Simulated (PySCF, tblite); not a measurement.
# C7H14SSi: geometry, infrared bands, NMR shifts and electronic excitations

What infrared bands, NMR shifts and electronic excitations should C7H14SSi (`C#C[SiH2]SCC(C)(C)C`) show?

Computed with tblite 0.8.0 and PySCF 2.14.0, with density-fitted response routines of our own, on a single molecule, in the gas phase or a continuum. Atoms are numbered from 0 throughout.

**1. The starting structure**

23 atoms, charge 0, multiplicity 1; geometry from: force field or distance geometry start.

Bonds of the start (Å): C0–C1 1.22, C1–Si2 1.85, Si2–S3 2.16, S3–C4 1.84, C4–C5 1.56, C5–C6 1.54, C5–C7 1.53, C5–C8 1.53, C0–H9 1.06, Si2–H10 1.48, Si2–H11 1.49, C4–H12 1.09, C4–H13 1.09, C6–H14 1.09, C6–H15 1.11, C6–H16 1.09, C7–H17 1.09, C7–H18 1.10, C7–H19 1.10, C8–H20 1.10, C8–H21 1.10, C8–H22 1.09.

**2. Geometry optimisation with GFN2-xTB**

The job: settings as JSON, then the geometry in Å.

```
{"job": {"kind": "relax", "xc": "GFN2-xTB", "basis": "xTB"}, "charge": 0, "multiplicity": 1}
C      4.304400    -1.083000     0.568000
C      3.764400    -0.047100     0.230500
Si     2.951600     1.539700    -0.270700
S      1.033900     1.068000    -1.145700
C      0.142000     0.254300     0.243500
C     -1.315000    -0.185900    -0.087900
C     -1.895600    -0.834800     1.179800
C     -1.341200    -1.218400    -1.217300
C     -2.190900     1.012600    -0.460900
H      4.758700    -1.995600     0.860600
H      3.750500     2.270500    -1.281600
H      2.699200     2.410900     0.905300
H      0.718200    -0.619200     0.558500
H      0.133300     0.952800     1.079900
H     -1.311400    -1.702700     1.489300
H     -1.908800    -0.132000     2.035000
H     -2.925800    -1.169400     1.022600
H     -1.025500    -0.802800    -2.177000
H     -2.363800    -1.604900    -1.362400
H     -0.694000    -2.075800    -0.990500
H     -2.167200     1.794700     0.318900
H     -1.886300     1.477300    -1.404900
H     -3.235600     0.717800    -0.569200
```

Launch:

```sh
$ OMP_NUM_THREADS=1 python probes_run.py task.json out
```

This one command runs all jobs of the session in turn.

**Question.** This job is followed by: GFN2-xTB harmonic vibrations, gas phase; PBE0-D3(BJ)/def2-SVP geometry optimisation, gas phase; GIAO PBE0/pcSseg-1 NMR shielding, non-relativistic, gas phase; TDDFT wB97X-D/def2-SVPD, vertical, gas phase, core orbitals frozen in the response; GIAO PBE0/pcSseg-1 NMR shielding, non-relativistic, IEF-PCM chloroform. Predict these results of the whole session: strongest single infrared mode (GFN2-xTB); zero-point energy (GFN2-xTB); point group; rotational constants (main isotopes); ¹³C shifts against TMS (PBE0/pcSseg-1, means over atoms taken as alike); ¹H shifts against TMS (PBE0/pcSseg-1, means over atoms taken as alike); ²⁹Si shifts against TMS (PBE0/pcSseg-1); ³³S shifts against CS2 (PBE0/pcSseg-1); lowest singlet (wB97X-D/def2-SVPD); brightest single state of those computed; lowest triplet; vertical ionisation energy (ΔSCF); range of the shift of S3.

As calculated:

| quantity | value |
| --- | --- |
| strongest single infrared mode (GFN2-xTB) | 714 cm⁻¹, 383 km/mol |
| zero-point energy (GFN2-xTB) | 116.2 kcal/mol |
| point group | C1 |
| rotational constants (main isotopes) | 1.87, 0.62, 0.54 GHz |
| ¹³C shifts against TMS (PBE0/pcSseg-1, means over atoms taken as alike) | 105.1, 84.8, 47.9, 32.4, 30.4 ppm |
| ¹H shifts against TMS (PBE0/pcSseg-1, means over atoms taken as alike) | 4.88, 2.43, 2.34, 1.07 ppm |
| ²⁹Si shifts against TMS (PBE0/pcSseg-1) | -52.0 ppm |
| ³³S shifts against CS2 (PBE0/pcSseg-1) | -182 ppm |
| lowest singlet (wB97X-D/def2-SVPD) | 5.58 eV (222 nm), f = 0.010 |
| brightest single state of those computed | state 10, 7.72 eV, f = 0.213 |
| lowest triplet | 4.93 eV |
| vertical ionisation energy (ΔSCF) | 8.87 eV |
| range of the shift of S3 | -190 to -182 ppm |

The optimisation took 60 steps and gained 0.125 eV; among the close pairs (by a distance rule), Si2–H10 changed most, from 1.481 to 1.452 Å (GFN2-xTB). All 63 modes are real, so the xTB geometry is a minimum. The strongest single mode, at 714 cm⁻¹, is spread over several atoms, H11, Si2, H10, C4 among them. GFN2-xTB is a fitted tight-binding method: band positions and strengths are rough. Its intensities can rank the bands wrongly. The optimisation took 12 steps and gained 0.261 eV; among the close pairs (by a distance rule), C0–H9 changed most, from 1.024 to 1.076 Å (PBE0/def2-SVP). No frequency check was run at this level, so the end point may be a saddle. At PBE0/pcSseg-1: The largest span, 291 ppm, is at C1, where the paramagnetic term is -161 ppm. The first singlet state (HOMO→LUMO 0.78) lies at 5.58 eV and is weak; of the 10 states computed, the strongest absorption comes from state 10 at 7.72 eV (the last computed, so partners may be missing). The lowest triplet lies 0.65 eV below the lowest singlet (triplets in Tamm-Dancoff, singlets in full TDDFT). ΔSCF puts the ionisation energy at 8.87 eV, 0.13 eV above −ε(HOMO). Across the 2 runs the shift of S3 moves most, between -190 (PBE0/pcSseg-1 in chloroform) and -182 ppm (PBE0/pcSseg-1).
